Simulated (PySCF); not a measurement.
# Boron: the same states on changed settings

Aim: see what changed settings do to total energies and their difference. The change: initial guess sap, at most 50 SCF cycles. A sound run of the same states serves as the yardstick.

Program: PySCF 2.14.0. Level of theory: unrestricted determinants in a Gaussian basis, no spin-orbit coupling in the energies. These are calculated values, not measurements, unless marked.

## (1) The system

| Property | Result |
| --- | --- |
| Element | boron (Z = 5) |
| Basis | jorge-DZP-DKH (4s2p1d, 15 functions) |
| Hamiltonian | the spin-free X2C one-electron Hamiltonian (Gaussian nucleus) |
| State 1 | B: [He] 2s2 2p1, 2P determinant |
| State 2 | B⁺: [He] 2s2, closed-shell 1S |
| Methods | UHF, TPSS, B3LYP, MP2, CCSD(T) |
| Core shells frozen in the correlated runs | valence: 1s2 (for B) |

Outer shells as boxes (Hund's rule):

B [He] 2s2 2p1
```
[He] core
2s [↑↓]
2p [↑ ][  ][  ]
```

B+ [He] 2s2
```
[He] core
2s [↑↓]
```

The sound run (jorge-DZP-DKH, scalar relativity by spin-free X2C-1e, symmetry-adapted start, fine grid, valence correlation) gave:

| species | method | energy (hartree) |
| --- | --- | --- |
| B | UHF | -24.53694 |
| B | TPSS | -24.67269 |
| B | B3LYP | -24.66851 |
| B | MP2 (valence) | -24.57414 |
| B | CCSD(T) (valence) | -24.59689 |
| B⁺ | UHF | -24.24193 |
| B⁺ | TPSS | -24.35101 |
| B⁺ | B3LYP | -24.34818 |
| B⁺ | MP2 (valence) | -24.27514 |
| B⁺ | CCSD(T) (valence) | -24.30112 |

The runs were made by one driver on top of PySCF. The scripts below sum up each run's settings (the driver also hands on starting orbitals that pick excited configurations, and frozen orbitals as a list rather than a count), and the logs come from the driver's own runs.

The driver's launch:

```sh
$ OMP_NUM_THREADS=1 python atomrun2.py TASK.json OUT
```

## (2) Changed run, B: the ladder of methods

**UHF**

input.py reads:

```python
from pyscf import gto, scf, dft, mp, cc
import basis_set_exchange as bse
mol = gto.M(atom="B 0 0 0", charge=0, spin=1, symmetry="D2h",
            basis=gto.basis.parse(bse.get_basis("jorge-DZP-DKH", elements=["B"], fmt="nwchem", header=False)),
            nucmod="G")
mf = scf.UHF(mol).sfx2c1e()
mf.irrep_nelec = {'Ag': (2, 2), 'B2u': (1, 0)}
mf.init_guess = "sap"
mf.max_cycle = 50
mf.kernel()
```

The program printed:

```text
damping factor = 0
level_shift factor = 0
DIIS = <class 'pyscf.scf.diis.CDIIS'>
diis_start_cycle = 1
diis_space = 10
diis_damp = 0
SCF conv_tol = 1e-09
SCF conv_tol_grad = None
number electrons alpha = 3  beta = 2
irrep_nelec {'Ag': (2, 2), 'B1g': (0, 0), 'B2g': (0, 0), 'B3g': (0, 0), 'B1u': (0, 0), 'B2u': (1, 0), 'B3u': (0, 0)}
alpha HOMO (B2u) = -0.313856672006398  LUMO (B3u) = -0.313856672013277

WARN: HOMO -0.313856672006398 >= LUMO -0.313856672013277

cycle= 1 E= -24.5233081230235  delta_E= -0.308  |g|= 0.112  |ddm|= 0.796
alpha HOMO (B2u) = -0.282547884136122  LUMO (B1u) = 0.0645933873391784
  HOMO = -0.282547884136  LUMO = 0.0645933873392  gap/eV = 9.44620
cycle= 2 E= -24.5361004439179  delta_E= -0.0128  |g|= 0.0243  |ddm|= 0.273
alpha HOMO (B2u) = -0.312675217301283  LUMO (B1u) = 0.0454248213925915
  HOMO = -0.312675217301  LUMO = 0.0454248213926  gap/eV = 9.74440
cycle= 3 E= -24.5368310822442  delta_E= -0.000731  |g|= 0.00685  |ddm|= 0.0574
alpha HOMO (B2u) = -0.315312857071732  LUMO (B1u) = 0.0474924517824737
  HOMO = -0.315312857072  LUMO = 0.0474924517825  gap/eV = 9.87244
cycle= 4 E= -24.5369281817956  delta_E= -9.71e-05  |g|= 0.00222  |ddm|= 0.022
alpha HOMO (B2u) = -0.315718483310919  LUMO (B1u) = 0.0488182898599066
  HOMO = -0.315718483311  LUMO = 0.0488182898599  gap/eV = 9.91955
cycle= 5 E= -24.5369413632354  delta_E= -1.32e-05  |g|= 0.000498  |ddm|= 0.0109
alpha HOMO (B2u) = -0.315882139126562  LUMO (B1u) = 0.048827870005848
  HOMO = -0.315882139127  LUMO = 0.0488278700058  gap/eV = 9.92426
cycle= 6 E= -24.5369419077172  delta_E= -5.44e-07  |g|= 4.46e-05  |ddm|= 0.00276
alpha HOMO (B2u) = -0.31588786244104  LUMO (B1u) = 0.0488246458745789
  HOMO = -0.315887862441  LUMO = 0.0488246458746  gap/eV = 9.92433
cycle= 7 E= -24.5369419101999  delta_E= -2.48e-09  |g|= 5.38e-06  |ddm|= 0.000154
alpha HOMO (B2u) = -0.31588421210392  LUMO (B1u) = 0.048824243807896
  HOMO = -0.315884212104  LUMO = 0.0488242438079  gap/eV = 9.92422
cycle= 8 E= -24.5369419102491  delta_E= -4.92e-11  |g|= 3.89e-07  |ddm|= 2.21e-05
converged SCF energy = -24.5369419102491  <S^2> = 0.75665351  2S+1 = 2.0066425
```

Time after the integrals: 0.04 s (1 thread of Neoverse-V2, shared host).

Orbital energies by shell (radii are means over both spins):

| shell | electrons | mean orbital energy (eV) | spread (eV) | rms radius (bohr) |
| --- | --- | --- | --- | --- |
| 1s α | 1 | -209.53 | 0 | 0.379 |
| 1s β | 1 | -209.11 | 0 | 0.379 |
| 2s α | 1 | -14.777 | 0 | 2.16 |
| 2s β | 1 | -12.120 | 0 | 2.16 |
| 2p α | 1 | -8.596 | 0 | 2.44 |

⟨S²⟩ = 0.757, ⟨L²⟩ = 2.02.

**TPSS**

input.py, as changed from the run before:

```diff
@@ -5,3 +5,3 @@
             nucmod="G")
-mf = scf.UHF(mol).sfx2c1e()
+mf = dft.UKS(mol, xc="TPSS").sfx2c1e()
 mf.irrep_nelec = {'Ag': (2, 2), 'B2u': (1, 0)}
```

The program printed:

```text
damping factor = 0
level_shift factor = 0
DIIS = <class 'pyscf.scf.diis.CDIIS'>
diis_start_cycle = 1
diis_space = 10
diis_damp = 0
SCF conv_tol = 1e-09
SCF conv_tol_grad = None
number electrons alpha = 3  beta = 2
irrep_nelec {'Ag': (2, 2), 'B1g': (0, 0), 'B2g': (0, 0), 'B3g': (0, 0), 'B1u': (0, 0), 'B2u': (1, 0), 'B3u': (0, 0)}
XC functionals = TPSS
    J. Tao, J. P. Perdew, V. N. Staroverov, and G. E. Scuseria.,  Phys. Rev. Lett. 91, 146401 (2003)
    J. P. Perdew, J. Tao, V. N. Staroverov, and G. E. Scuseria.,  J. Chem. Phys. 120, 6898 (2004)
    J. Tao, J. P. Perdew, V. N. Staroverov, and G. E. Scuseria.,  Phys. Rev. Lett. 91, 146401 (2003)
    J. P. Perdew, J. Tao, V. N. Staroverov, and G. E. Scuseria.,  J. Chem. Phys. 120, 6898 (2004)
alpha HOMO (B2u) = -0.527866923202216  LUMO (B3u) = -0.527866923217018

WARN: HOMO -0.527866923202216 >= LUMO -0.527866923217018

cycle= 1 E= -24.6303066375557  delta_E= -0.31  |g|= 0.194  |ddm|= 1.03
alpha HOMO (B2u) = -0.0906685721074775  LUMO (B1u) = -0.0586031366879028
  HOMO = -0.0906685721075  LUMO = -0.0586031366879  gap/eV = 0.87254
cycle= 2 E= -24.66601218698  delta_E= -0.0357  |g|= 0.084  |ddm|= 0.811
alpha HOMO (B2u) = -0.159998495822016  LUMO (B3u) = -0.119282171521805
  HOMO = -0.159998495822  LUMO = -0.119282171522  gap/eV = 1.10795
cycle= 3 E= -24.6726793253443  delta_E= -0.00667  |g|= 0.0032  |ddm|= 0.216
alpha HOMO (B2u) = -0.161753178946686  LUMO (B3u) = -0.118434418142822
  HOMO = -0.161753178947  LUMO = -0.118434418143  gap/eV = 1.17876
cycle= 4 E= -24.6726917805226  delta_E= -1.25e-05  |g|= 0.000631  |ddm|= 0.00815
alpha HOMO (B2u) = -0.161298931716603  LUMO (B3u) = -0.11791372056268
  HOMO = -0.161298931717  LUMO = -0.117913720563  gap/eV = 1.18057
cycle= 5 E= -24.6726922420951  delta_E= -4.62e-07  |g|= 2.22e-05  |ddm|= 0.00181
alpha HOMO (B2u) = -0.161300971046651  LUMO (B3u) = -0.117920795202038
  HOMO = -0.161300971047  LUMO = -0.117920795202  gap/eV = 1.18043
cycle= 6 E= -24.6726922426308  delta_E= -5.36e-10  |g|= 1.58e-06  |ddm|= 6.85e-05
converged SCF energy = -24.6726922426308  <S^2> = 0.75373363  2S+1 = 2.0037302
```

Time after the integrals: 0.17 s (1 thread of Neoverse-V2, shared host).

**B3LYP**

input.py, as changed from the run before:

```diff
@@ -5,3 +5,3 @@
             nucmod="G")
-mf = dft.UKS(mol, xc="TPSS").sfx2c1e()
+mf = dft.UKS(mol, xc="B3LYP").sfx2c1e()
 mf.irrep_nelec = {'Ag': (2, 2), 'B2u': (1, 0)}
```

The program printed:

```text
damping factor = 0
level_shift factor = 0
DIIS = <class 'pyscf.scf.diis.CDIIS'>
diis_start_cycle = 1
diis_space = 10
diis_damp = 0
SCF conv_tol = 1e-09
SCF conv_tol_grad = None
number electrons alpha = 3  beta = 2
irrep_nelec {'Ag': (2, 2), 'B1g': (0, 0), 'B2g': (0, 0), 'B3g': (0, 0), 'B1u': (0, 0), 'B2u': (1, 0), 'B3u': (0, 0)}
XC functionals = B3LYP
    P. J. Stephens, F. J. Devlin, C. F. Chabalowski, and M. J. Frisch.,  J. Phys. Chem. 98, 11623 (1994)
alpha HOMO (B2u) = -0.502369255787107  LUMO (B3u) = -0.502369255801594

WARN: HOMO -0.502369255787107 >= LUMO -0.502369255801594

cycle= 1 E= -24.6288594473938  delta_E= -0.31  |g|= 0.19  |ddm|= 1.01
alpha HOMO (B2u) = -0.122000107284833  LUMO (B1u) = -0.039174346316829
  HOMO = -0.122000107285  LUMO = -0.0391743463168  gap/eV = 2.25380
cycle= 2 E= -24.6642922818358  delta_E= -0.0354  |g|= 0.0716  |ddm|= 0.744
alpha HOMO (B2u) = -0.183975436305856  LUMO (B3u) = -0.094560892737395
  HOMO = -0.183975436306  LUMO = -0.0945608927374  gap/eV = 2.43309
cycle= 3 E= -24.6685009475038  delta_E= -0.00421  |g|= 0.00227  |ddm|= 0.173
alpha HOMO (B2u) = -0.18647139026717  LUMO (B3u) = -0.0951687949693032
  HOMO = -0.186471390267  LUMO = -0.0951687949693  gap/eV = 2.48447
cycle= 4 E= -24.6685062924423  delta_E= -5.34e-06  |g|= 0.000328  |ddm|= 0.00382
alpha HOMO (B2u) = -0.186245832778038  LUMO (B3u) = -0.0948628435225438
  HOMO = -0.186245832778  LUMO = -0.0948628435225  gap/eV = 2.48666
cycle= 5 E= -24.6685063980273  delta_E= -1.06e-07  |g|= 1.41e-05  |ddm|= 0.000691
alpha HOMO (B2u) = -0.186233770821512  LUMO (B3u) = -0.0948526006100627
  HOMO = -0.186233770822  LUMO = -0.0948526006101  gap/eV = 2.48661
cycle= 6 E= -24.6685063983018  delta_E= -2.74e-10  |g|= 1.89e-06  |ddm|= 4.89e-05
converged SCF energy = -24.6685063983018  <S^2> = 0.75246919  2S+1 = 2.0024677
```

Time after the integrals: 0.09 s (1 thread of Neoverse-V2, shared host).

**MP2 (valence)**

input.py, as changed from the run before:

```diff
@@ -5,3 +5,3 @@
             nucmod="G")
-mf = dft.UKS(mol, xc="B3LYP").sfx2c1e()
+mf = scf.UHF(mol).sfx2c1e()
 mf.irrep_nelec = {'Ag': (2, 2), 'B2u': (1, 0)}
@@ -10 +10,2 @@
 mf.kernel()
+mp.UMP2(mf, frozen=1).kernel()
```

No log was kept for this step.

Time after the integrals: 0.01 s (1 thread of Neoverse-V2, shared host).

With 3 electrons correlated, the MP2 correlation energy is -0.03719 hartree (-0.00248 same spin, -0.03471 opposite spin); the SCS form gives -0.04248. Largest pairs of shells: 2s-2s -0.0225, 2s-2p -0.0147, 2p-2p 0.0000.

**CCSD(T) (valence)**

input.py, as changed from the run before:

```diff
@@ -10,2 +10,3 @@
 mf.kernel()
-mp.UMP2(mf, frozen=1).kernel()
+mycc = cc.CCSD(mf, frozen=1).run()
+mycc.ccsd_t()
```

The program printed:

```text
CC2 = 0
CCSD nocc = (np.int64(2), np.int64(1)), nmo = (14, 14)
frozen orbitals [[0], [0]]
max_cycle = 100
direct = 0
conv_tol = 1e-08
conv_tol_normt = 1e-06
diis_space = 8
diis_start_cycle = 0
Init t2, MP2 energy = -0.0371931838134441
Init E_corr(UCCSD) = -0.0371931838135707
cycle = 1  E_corr(UCCSD) = -0.0499220797536884  dE = -0.0127288959  norm(t1,t2) = 0.0616718
cycle = 2  E_corr(UCCSD) = -0.0548439883928028  dE = -0.00492190864  norm(t1,t2) = 0.0296909
cycle = 3  E_corr(UCCSD) = -0.0592058095386893  dE = -0.00436182115  norm(t1,t2) = 0.0155254
cycle = 4  E_corr(UCCSD) = -0.0591465274703093  dE = 5.92820684e-05  norm(t1,t2) = 0.0018053
cycle = 5  E_corr(UCCSD) = -0.0591875466199973  dE = -4.10191497e-05  norm(t1,t2) = 0.000257732
cycle = 6  E_corr(UCCSD) = -0.0591669039386269  dE = 2.06426814e-05  norm(t1,t2) = 6.40357e-05
cycle = 7  E_corr(UCCSD) = -0.0591744716953729  dE = -7.56775675e-06  norm(t1,t2) = 2.39804e-05
cycle = 8  E_corr(UCCSD) = -0.0591735160336656  dE = 9.55661707e-07  norm(t1,t2) = 4.83726e-06
cycle = 9  E_corr(UCCSD) = -0.0591734473096215  dE = 6.87240441e-08  norm(t1,t2) = 6.96683e-07
cycle = 10  E_corr(UCCSD) = -0.05917344514529  dE = 2.16433144e-09  norm(t1,t2) = 1.26318e-07
UCCSD converged
E(UCCSD) = -24.59611535539439  E_corr = -0.05917344514529004
UCCSD(T) correction = -0.00077564479918652
```

It took 0.07 s on 1 thread of Neoverse-V2, shared host, the integrals not counted.

CCSD correlation -0.05917 hartree, triples -0.00078; total -24.596891. T1 = 0.011, largest double amplitude 0.124.

## (3) Changed run, B⁺: the ladder of methods

**UHF**

input.py reads:

```python
from pyscf import gto, scf, dft, mp, cc
import basis_set_exchange as bse
mol = gto.M(atom="B 0 0 0", charge=1, spin=0, symmetry="D2h",
            basis=gto.basis.parse(bse.get_basis("jorge-DZP-DKH", elements=["B"], fmt="nwchem", header=False)),
            nucmod="G")
mf = scf.UHF(mol).sfx2c1e()
mf.irrep_nelec = {'Ag': (2, 2)}
mf.init_guess = "sap"
mf.max_cycle = 50
mf.kernel()
```

The program printed:

```text
damping factor = 0
level_shift factor = 0
DIIS = <class 'pyscf.scf.diis.CDIIS'>
diis_start_cycle = 1
diis_space = 10
diis_damp = 0
SCF conv_tol = 1e-09
SCF conv_tol_grad = None
number electrons alpha = 2  beta = 2
irrep_nelec {'Ag': (2, 2), 'B1g': (0, 0), 'B2g': (0, 0), 'B3g': (0, 0), 'B1u': (0, 0), 'B2u': (0, 0), 'B3u': (0, 0)}
alpha HOMO (Ag) = -0.895915953937093  LUMO (B3u) = -0.313856672013277
  HOMO = -0.895915953937  LUMO = -0.313856672013  gap/eV = 15.83864
cycle= 1 E= -24.241161591055  delta_E= -0.0262  |g|= 0.0262  |ddm|= 0.387
alpha HOMO (Ag) = -0.87826322124381  LUMO (B3u) = -0.282838732161226
  HOMO = -0.878263221244  LUMO = -0.282838732161  gap/eV = 16.20233
cycle= 2 E= -24.2418999431737  delta_E= -0.000738  |g|= 0.00507  |ddm|= 0.0743
alpha HOMO (Ag) = -0.874016960490527  LUMO (B3u) = -0.276429578115006
  HOMO = -0.874016960491  LUMO = -0.276429578115  gap/eV = 16.26118
cycle= 3 E= -24.2419304252542  delta_E= -3.05e-05  |g|= 0.000158  |ddm|= 0.0181
alpha HOMO (Ag) = -0.873898497969744  LUMO (B3u) = -0.276290637870292
  HOMO = -0.87389849797  LUMO = -0.27629063787  gap/eV = 16.26174
cycle= 4 E= -24.2419304461152  delta_E= -2.09e-08  |g|= 1.11e-06  |ddm|= 0.000467
alpha HOMO (Ag) = -0.873898320761535  LUMO (B3u) = -0.276288861798782
  HOMO = -0.873898320762  LUMO = -0.276288861799  gap/eV = 16.26178
cycle= 5 E= -24.2419304461157  delta_E= -5.61e-13  |g|= 9.16e-09  |ddm|= 2.23e-06
converged SCF energy = -24.2419304461157  <S^2> = -3.9968029e-15  2S+1 = 1
```

It took 0.04 s on 1 thread of Neoverse-V2, shared host, the integrals not counted.

The occupied shells:

| shell | electrons | mean orbital energy (eV) | spread (eV) | rms radius (bohr) |
| --- | --- | --- | --- | --- |
| 1s | 2 | -222.80 | 0 | 0.378 |
| 2s | 2 | -23.780 | 0 | 1.97 |

⟨S²⟩ = 0.000, ⟨L²⟩ = 0.00.

**TPSS**

input.py, as changed from the run before:

```diff
@@ -5,3 +5,3 @@
             nucmod="G")
-mf = scf.UHF(mol).sfx2c1e()
+mf = dft.UKS(mol, xc="TPSS").sfx2c1e()
 mf.irrep_nelec = {'Ag': (2, 2)}
```

The program printed:

```text
damping factor = 0
level_shift factor = 0
DIIS = <class 'pyscf.scf.diis.CDIIS'>
diis_start_cycle = 1
diis_space = 10
diis_damp = 0
SCF conv_tol = 1e-09
SCF conv_tol_grad = None
number electrons alpha = 2  beta = 2
irrep_nelec {'Ag': (2, 2), 'B1g': (0, 0), 'B2g': (0, 0), 'B3g': (0, 0), 'B1u': (0, 0), 'B2u': (0, 0), 'B3u': (0, 0)}
XC functionals = TPSS
    J. Tao, J. P. Perdew, V. N. Staroverov, and G. E. Scuseria.,  Phys. Rev. Lett. 91, 146401 (2003)
    J. P. Perdew, J. Tao, V. N. Staroverov, and G. E. Scuseria.,  J. Chem. Phys. 120, 6898 (2004)
    J. Tao, J. P. Perdew, V. N. Staroverov, and G. E. Scuseria.,  Phys. Rev. Lett. 91, 146401 (2003)
    J. P. Perdew, J. Tao, V. N. Staroverov, and G. E. Scuseria.,  J. Chem. Phys. 120, 6898 (2004)
alpha HOMO (Ag) = -0.771027093981852  LUMO (B3u) = -0.527866923217018
  HOMO = -0.771027093982  LUMO = -0.527866923217  gap/eV = 6.61673
cycle= 1 E= -24.3506108739428  delta_E= -0.0302  |g|= 0.0506  |ddm|= 0.571
alpha HOMO (Ag) = -0.719750815498685  LUMO (B3u) = -0.476631370411129
  HOMO = -0.719750815499  LUMO = -0.476631370411  gap/eV = 6.61562
cycle= 2 E= -24.3510060057041  delta_E= -0.000395  |g|= 0.00665  |ddm|= 0.0592
alpha HOMO (Ag) = -0.724365789109159  LUMO (B3u) = -0.481108514398008
  HOMO = -0.724365789109  LUMO = -0.481108514398  gap/eV = 6.61937
cycle= 3 E= -24.3510132707381  delta_E= -7.27e-06  |g|= 3.92e-05  |ddm|= 0.00727
alpha HOMO (Ag) = -0.724335607475595  LUMO (B3u) = -0.481077051138328
  HOMO = -0.724335607476  LUMO = -0.481077051138  gap/eV = 6.61940
cycle= 4 E= -24.3510132708768  delta_E= -1.39e-10  |g|= 9.67e-07  |ddm|= 1.8e-05
converged SCF energy = -24.3510132708768  <S^2> = -3.9968029e-15  2S+1 = 1
```

Time after the integrals: 0.12 s (1 thread of Neoverse-V2, shared host).

**B3LYP**

input.py, as changed from the run before:

```diff
@@ -5,3 +5,3 @@
             nucmod="G")
-mf = dft.UKS(mol, xc="TPSS").sfx2c1e()
+mf = dft.UKS(mol, xc="B3LYP").sfx2c1e()
 mf.irrep_nelec = {'Ag': (2, 2)}
```

The program printed:

```text
damping factor = 0
level_shift factor = 0
DIIS = <class 'pyscf.scf.diis.CDIIS'>
diis_start_cycle = 1
diis_space = 10
diis_damp = 0
SCF conv_tol = 1e-09
SCF conv_tol_grad = None
number electrons alpha = 2  beta = 2
irrep_nelec {'Ag': (2, 2), 'B1g': (0, 0), 'B2g': (0, 0), 'B3g': (0, 0), 'B1u': (0, 0), 'B2u': (0, 0), 'B3u': (0, 0)}
XC functionals = B3LYP
    P. J. Stephens, F. J. Devlin, C. F. Chabalowski, and M. J. Frisch.,  J. Phys. Chem. 98, 11623 (1994)
alpha HOMO (Ag) = -0.800288813126677  LUMO (B3u) = -0.502369255801594
  HOMO = -0.800288813127  LUMO = -0.502369255802  gap/eV = 8.10680
cycle= 1 E= -24.3478039369798  delta_E= -0.0292  |g|= 0.0477  |ddm|= 0.557
alpha HOMO (Ag) = -0.752089041998261  LUMO (B3u) = -0.450203380167622
  HOMO = -0.752089041998  LUMO = -0.450203380168  gap/eV = 8.21473
cycle= 2 E= -24.3481783912045  delta_E= -0.000374  |g|= 0.00626  |ddm|= 0.0581
alpha HOMO (Ag) = -0.756373912630451  LUMO (B3u) = -0.454642044613553
  HOMO = -0.75637391263  LUMO = -0.454642044614  gap/eV = 8.21054
cycle= 3 E= -24.3481835133196  delta_E= -5.12e-06  |g|= 4.13e-05  |ddm|= 0.00555
alpha HOMO (Ag) = -0.756457676690109  LUMO (B3u) = -0.454730138353302
  HOMO = -0.75645767669  LUMO = -0.454730138353  gap/eV = 8.21042
cycle= 4 E= -24.348183514059  delta_E= -7.39e-10  |g|= 1.21e-06  |ddm|= 8.71e-05
converged SCF energy = -24.348183514059  <S^2> = -5.7731597e-15  2S+1 = 1
```

Time after the integrals: 0.06 s (1 thread of Neoverse-V2, shared host).

**MP2 (valence)**

input.py, as changed from the run before:

```diff
@@ -5,3 +5,3 @@
             nucmod="G")
-mf = dft.UKS(mol, xc="B3LYP").sfx2c1e()
+mf = scf.UHF(mol).sfx2c1e()
 mf.irrep_nelec = {'Ag': (2, 2)}
@@ -10 +10,2 @@
 mf.kernel()
+mp.UMP2(mf, frozen=1).kernel()
```

No log was kept for this step.

It took 0.01 s on 1 thread of Neoverse-V2, shared host, the integrals not counted.

With 2 electrons correlated, the MP2 correlation energy is -0.03321 hartree (0.00000 same spin, -0.03321 opposite spin); the SCS form gives -0.03985. Largest pairs of shells: 2s-2s -0.0332.

**CCSD(T) (valence)**

input.py, as changed from the run before:

```diff
@@ -10,2 +10,3 @@
 mf.kernel()
-mp.UMP2(mf, frozen=1).kernel()
+mycc = cc.CCSD(mf, frozen=1).run()
+mycc.ccsd_t()
```

The program printed:

```text
CC2 = 0
CCSD nocc = 1, nmo = 14
frozen orbitals [0]
max_cycle = 100
direct = 0
conv_tol = 1e-08
conv_tol_normt = 1e-06
diis_space = 8
diis_start_cycle = 0
Init t2, MP2 energy = -24.2751411702573  E_corr(MP2) -0.0332107241415739
Init E_corr(CCSD) = -0.033210724141574
cycle = 1  E_corr(CCSD) = -0.046474682216335  dE = -0.0132639581  norm(t1,t2) = 0.0680366
cycle = 2  E_corr(CCSD) = -0.052667510139103  dE = -0.00619282792  norm(t1,t2) = 0.0355603
cycle = 3  E_corr(CCSD) = -0.0592945061273419  dE = -0.00662699599  norm(t1,t2) = 0.018881
cycle = 4  E_corr(CCSD) = -0.0591550253699187  dE = 0.000139480757  norm(t1,t2) = 0.000435775
cycle = 5  E_corr(CCSD) = -0.0592008651141118  dE = -4.58397442e-05  norm(t1,t2) = 0.000102972
cycle = 6  E_corr(CCSD) = -0.0591840854938849  dE = 1.67796202e-05  norm(t1,t2) = 4.11864e-05
cycle = 7  E_corr(CCSD) = -0.0591862039645774  dE = -2.11847069e-06  norm(t1,t2) = 6.27625e-06
cycle = 8  E_corr(CCSD) = -0.0591861081160077  dE = 9.58485697e-08  norm(t1,t2) = 4.0584e-07
cycle = 9  E_corr(CCSD) = -0.0591860840632815  dE = 2.40527262e-08  norm(t1,t2) = 1.37678e-07
cycle = 10  E_corr(CCSD) = -0.0591860574178433  dE = 2.66454382e-08  norm(t1,t2) = 6.77453e-08
cycle = 11  E_corr(CCSD) = -0.059186061437919  dE = -4.02007565e-09  norm(t1,t2) = 1.00338e-08
CCSD converged
E(CCSD) = -24.30111650755365  E_corr = -0.05918606143791896
```

It took 0.04 s on 1 thread of Neoverse-V2, shared host, the integrals not counted.

CCSD correlation -0.05919 hartree, triples 0.00000; total -24.301117. T1 = 0.011, largest double amplitude 0.152. With two correlated electrons the triples vanish and CCSD is exact in this space.

A double-excitation amplitude exceeds 0.15, a sign of near-degeneracy.

## (4) What moved

| species | method | converged | energy less sound run (eV) |
| --- | --- | --- | --- |
| B | UHF | yes | -0.0000 |
| B | TPSS | yes | +0.0000 |
| B | B3LYP | yes | +0.0000 |
| B | MP2 (valence) | yes | +0.0000 |
| B | CCSD(T) (valence) | yes | +0.0000 |
| B⁺ | UHF | yes | +0.0000 |
| B⁺ | TPSS | yes | +0.0000 |
| B⁺ | B3LYP | yes | +0.0000 |
| B⁺ | MP2 (valence) | yes | +0.0000 |
| B⁺ | CCSD(T) (valence) | yes | -0.0000 |

Ionisation energy of B:

| method | sound run (eV) | changed run (eV) | shift (eV) |
| --- | --- | --- | --- |
| UHF | 8.028 | 8.028 | +0.000 |
| TPSS | 8.753 | 8.753 | -0.000 |
| B3LYP | 8.716 | 8.716 | -0.000 |
| MP2 | 8.136 | 8.136 | -0.000 |
| SCS-MP2 | 8.099 | 8.099 | -0.000 |
| CCSD | 8.027 | 8.027 | -0.000 |
| CCSD(T) | 8.048 | 8.048 | -0.000 |

## (5) Outcome

| quantity | value |
| --- | --- |
| change | initial guess sap, at most 50 SCF cycles |
| runs converged | 10 of 10 |
| largest shift of a converged total energy | 0.000 eV |
| largest shift of the ionisation energy | -0.000 eV (SCS-MP2) |

In words: The difference hardly moves. Here the plain start reaches the same solutions.
